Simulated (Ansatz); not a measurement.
Born–Oppenheimer molecular dynamics of a periodic cell of 36 atoms, Mg (start crystal Mg, start structure hcp, volume 1.15 times the crystal's). It starts from a structure without forces on its atoms.

Level of theory: Ansatz, DFT PBEsol, scalar-relativistic, plane waves, PAW. Settings: accuracy low, cutoff 420 eV, k mesh 1x1x1, fermi-dirac smearing 0.16 eV, no spin polarisation.

```
ensemble        : NVT, Nosé–Hoover chain
time step       : 3 fs
steps asked     : 300
set temperature : 1800 K
thermostat      : time constant 100 fs, chain length 5
seed            : 273228
```

Frames 6 fs apart, positions in Å.

Velocities at 780.0 fs (Å/ps):

```
Mg -7.08 -12.24 -12.52
Mg 7.16 -5.28 -8.87
Mg 4.66 -10.10 14.75
Mg -0.65 10.46 1.29
Mg -12.56 -9.63 4.82
Mg -5.79 3.93 2.88
Mg -0.61 -3.71 5.30
Mg -3.15 14.65 -2.74
Mg -5.96 14.62 2.40
Mg -11.68 -1.84 -14.53
Mg 6.91 0.35 -6.91
Mg 13.10 4.28 -3.18
Mg 8.07 1.45 -6.12
Mg 5.19 8.03 3.69
Mg -4.89 -12.71 16.31
Mg -2.00 -6.51 24.22
Mg -6.58 -3.49 -20.62
Mg 6.84 5.09 -4.40
Mg -1.45 -6.97 -0.98
Mg -0.12 -6.90 -9.04
Mg -8.03 3.37 12.99
Mg 9.49 8.01 -2.19
Mg 12.64 -3.97 -3.56
Mg -7.12 2.37 3.69
Mg -11.89 2.11 -13.06
Mg -0.51 -2.62 -13.05
Mg -3.28 12.74 -4.05
Mg 13.52 -1.26 -6.77
Mg -8.20 -5.62 2.08
Mg 3.12 5.82 -3.37
Mg 23.49 -4.50 0.70
Mg -4.18 -2.05 11.67
Mg 2.54 1.13 9.27
Mg -6.19 -0.39 1.37
Mg -1.20 6.33 1.24
Mg -3.59 -4.93 17.31
```

```xyz
36
Lattice="10.0892 0.0000 0.0000 -5.0446 8.7375 0.0000 0.0000 0.0000 10.9233" Properties=species:S:1:pos:R:3 time_fs=780.0 energy_less_start_eV=9.560 T=2088
Mg 0.989 -1.166 -0.769
Mg -0.388 0.639 1.474
Mg 0.399 -1.583 7.557
Mg -1.451 1.382 8.561
Mg -2.159 3.136 0.059
Mg -2.023 4.798 2.390
Mg -1.728 2.580 5.961
Mg -2.308 5.488 6.412
Mg -1.604 6.059 -1.202
Mg -3.380 6.791 1.501
Mg -1.324 7.432 3.821
Mg -2.901 9.474 7.481
Mg 4.062 0.234 -0.269
Mg 3.555 3.793 4.350
Mg 0.975 -0.072 4.670
Mg 3.068 3.304 8.634
Mg 0.833 2.668 -0.829
Mg 0.960 4.489 1.046
Mg 0.428 2.803 3.795
Mg 0.583 5.008 7.636
Mg 0.722 7.131 1.645
Mg -0.051 9.640 2.706
Mg 1.617 5.867 3.581
Mg 0.120 8.025 7.935
Mg 6.750 0.466 0.300
Mg 7.988 0.987 3.423
Mg 4.622 0.370 5.528
Mg 5.705 2.178 9.276
Mg 5.887 3.412 2.337
Mg 5.955 5.810 4.341
Mg 5.519 2.933 6.678
Mg 5.464 4.790 9.581
Mg 3.651 2.474 0.551
Mg 4.202 6.070 2.066
Mg 3.330 5.288 6.344
Mg 2.469 7.104 8.893
36
Lattice="10.0892 0.0000 0.0000 -5.0446 8.7375 0.0000 0.0000 0.0000 10.9233" Properties=species:S:1:pos:R:3 time_fs=786.0 energy_less_start_eV=9.806 T=2057
Mg 0.943 -1.230 -0.848
Mg -0.338 0.606 1.414
Mg 0.425 -1.645 7.639
Mg -1.455 1.442 8.573
Mg -2.232 3.079 0.088
Mg -2.044 4.821 2.412
Mg -1.730 2.558 5.991
Mg -2.324 5.578 6.399
Mg -1.639 6.145 -1.187
Mg -3.444 6.783 1.419
Mg -1.289 7.425 3.776
Mg -2.823 9.499 7.464
Mg 4.105 0.227 -0.310
Mg 3.588 3.832 4.363
Mg 0.946 -0.147 4.767
Mg 3.059 3.269 8.777
Mg 0.790 2.640 -0.955
Mg 1.002 4.518 1.022
Mg 0.419 2.762 3.787
Mg 0.582 4.964 7.582
Mg 0.667 7.155 1.717
Mg 0.003 9.688 2.693
Mg 1.694 5.838 3.571
Mg 0.073 8.040 7.960
Mg 6.685 0.482 0.220
Mg 7.979 0.972 3.348
Mg 4.604 0.453 5.504
Mg 5.787 2.164 9.236
Mg 5.835 3.380 2.348
Mg 5.972 5.843 4.321
Mg 5.658 2.911 6.678
Mg 5.439 4.782 9.652
Mg 3.662 2.496 0.613
Mg 4.158 6.066 2.071
Mg 3.324 5.333 6.359
Mg 2.453 7.071 8.999
36
Lattice="10.0892 0.0000 0.0000 -5.0446 8.7375 0.0000 0.0000 0.0000 10.9233" Properties=species:S:1:pos:R:3 time_fs=792.0 energy_less_start_eV=10.235 T=1985
Mg 0.889 -1.271 -0.930
Mg -0.277 0.571 1.343
Mg 0.446 -1.710 7.701
Mg -1.461 1.494 8.591
Mg -2.299 3.027 0.120
Mg -2.040 4.840 2.441
Mg -1.727 2.537 6.014
Mg -2.333 5.671 6.393
Mg -1.671 6.226 -1.170
Mg -3.496 6.781 1.350
Mg -1.267 7.403 3.726
Mg -2.745 9.520 7.452
Mg 4.135 0.197 -0.359
Mg 3.626 3.852 4.357
Mg 0.917 -0.218 4.864
Mg 3.059 3.241 8.914
Mg 0.740 2.602 -1.083
Mg 1.046 4.543 1.001
Mg 0.413 2.724 3.777
Mg 0.578 4.916 7.529
Mg 0.602 7.186 1.774
Mg 0.051 9.728 2.682
Mg 1.771 5.799 3.584
Mg 0.021 8.059 7.989
Mg 6.636 0.501 0.143
Mg 7.959 0.959 3.278
Mg 4.589 0.548 5.480
Mg 5.867 2.139 9.197
Mg 5.781 3.359 2.356
Mg 5.984 5.867 4.299
Mg 5.791 2.901 6.671
Mg 5.415 4.781 9.729
Mg 3.667 2.544 0.683
Mg 4.103 6.059 2.071
Mg 3.318 5.391 6.389
Mg 2.447 7.032 9.111
36
Lattice="10.0892 0.0000 0.0000 -5.0446 8.7375 0.0000 0.0000 0.0000 10.9233" Properties=species:S:1:pos:R:3 time_fs=798.0 energy_less_start_eV=10.847 T=1873
Mg 0.829 -1.283 -1.000
Mg -0.208 0.535 1.261
Mg 0.461 -1.779 7.730
Mg -1.472 1.536 8.614
Mg -2.357 2.983 0.155
Mg -2.015 4.857 2.474
Mg -1.714 2.517 6.028
Mg -2.335 5.767 6.393
Mg -1.700 6.298 -1.154
Mg -3.533 6.781 1.295
Mg -1.259 7.371 3.679
Mg -2.670 9.537 7.445
Mg 4.146 0.152 -0.411
Mg 3.669 3.853 4.337
Mg 0.888 -0.282 4.962
Mg 3.072 3.223 9.041
Mg 0.683 2.556 -1.205
Mg 1.091 4.561 0.978
Mg 0.409 2.688 3.764
Mg 0.573 4.865 7.478
Mg 0.531 7.222 1.815
Mg 0.089 9.757 2.673
Mg 1.844 5.753 3.617
Mg -0.033 8.078 8.017
Mg 6.606 0.517 0.075
Mg 7.931 0.948 3.213
Mg 4.576 0.650 5.456
Mg 5.939 2.108 9.158
Mg 5.732 3.357 2.361
Mg 5.990 5.882 4.273
Mg 5.912 2.903 6.657
Mg 5.390 4.783 9.810
Mg 3.665 2.609 0.758
Mg 4.041 6.051 2.064
Mg 3.315 5.459 6.431
Mg 2.450 6.987 9.224
36
Lattice="10.0892 0.0000 0.0000 -5.0446 8.7375 0.0000 0.0000 0.0000 10.9233" Properties=species:S:1:pos:R:3 time_fs=804.0 energy_less_start_eV=11.378 T=1779
Mg 0.765 -1.263 -1.049
Mg -0.134 0.499 1.173
Mg 0.467 -1.854 7.719
Mg -1.489 1.565 8.640
Mg -2.405 2.949 0.196
Mg -1.972 4.868 2.507
Mg -1.686 2.498 6.030
Mg -2.327 5.865 6.399
Mg -1.728 6.359 -1.139
Mg -3.557 6.780 1.254
Mg -1.269 7.337 3.641
Mg -2.599 9.548 7.445
Mg 4.134 0.103 -0.463
Mg 3.716 3.836 4.308
Mg 0.861 -0.337 5.059
Mg 3.097 3.215 9.157
Mg 0.623 2.508 -1.318
Mg 1.137 4.574 0.954
Mg 0.408 2.654 3.747
Mg 0.565 4.811 7.428
Mg 0.464 7.257 1.839
Mg 0.115 9.769 2.666
Mg 1.906 5.704 3.665
Mg -0.084 8.097 8.041
Mg 6.597 0.524 0.022
Mg 7.899 0.939 3.152
Mg 4.566 0.757 5.430
Mg 5.997 2.077 9.115
Mg 5.694 3.381 2.364
Mg 5.989 5.885 4.243
Mg 6.016 2.920 6.637
Mg 5.366 4.784 9.898
Mg 3.656 2.683 0.837
Mg 3.975 6.040 2.047
Mg 3.313 5.533 6.482
Mg 2.458 6.936 9.338
36
Lattice="10.0892 0.0000 0.0000 -5.0446 8.7375 0.0000 0.0000 0.0000 10.9233" Properties=species:S:1:pos:R:3 time_fs=810.0 energy_less_start_eV=11.561 T=1761
Mg 0.698 -1.210 -1.072
Mg -0.060 0.467 1.081
Mg 0.466 -1.936 7.667
Mg -1.516 1.578 8.666
Mg -2.440 2.926 0.244
Mg -1.914 4.873 2.539
Mg -1.638 2.479 6.021
Mg -2.310 5.964 6.408
Mg -1.755 6.403 -1.127
Mg -3.566 6.774 1.228
Mg -1.298 7.305 3.620
Mg -2.534 9.555 7.452
Mg 4.099 0.061 -0.506
Mg 3.766 3.805 4.277
Mg 0.835 -0.382 5.157
Mg 3.131 3.214 9.260
Mg 0.569 2.460 -1.419
Mg 1.184 4.581 0.928
Mg 0.410 2.622 3.728
Mg 0.555 4.754 7.381
Mg 0.406 7.286 1.842
Mg 0.126 9.766 2.660
Mg 1.951 5.656 3.726
Mg -0.128 8.114 8.056
Mg 6.606 0.518 -0.013
Mg 7.867 0.930 3.092
Mg 4.557 0.864 5.402
Mg 6.036 2.049 9.066
Mg 5.674 3.434 2.366
Mg 5.982 5.875 4.207
Mg 6.099 2.953 6.611
Mg 5.344 4.784 9.992
Mg 3.639 2.761 0.917
Mg 3.910 6.028 2.020
Mg 3.311 5.609 6.535
Mg 2.472 6.879 9.451
```

Of the whole run (900 fs, mean temperature of the second half 1934 K): The conserved energy stayed within 0.61 meV per atom of its start (net change 0.44 meV per atom), so the integration is sound. A run of 0.9 ps of so small a system gives no equilibrium averages. Limits of this set-up: coarse k mesh, low accuracy level.

The run took 7.1 min on 4 threads of Intel(R) Xeon(R) 6975P-C (Granite Rapids), with other jobs on the host, peak memory 1.1 GiB.
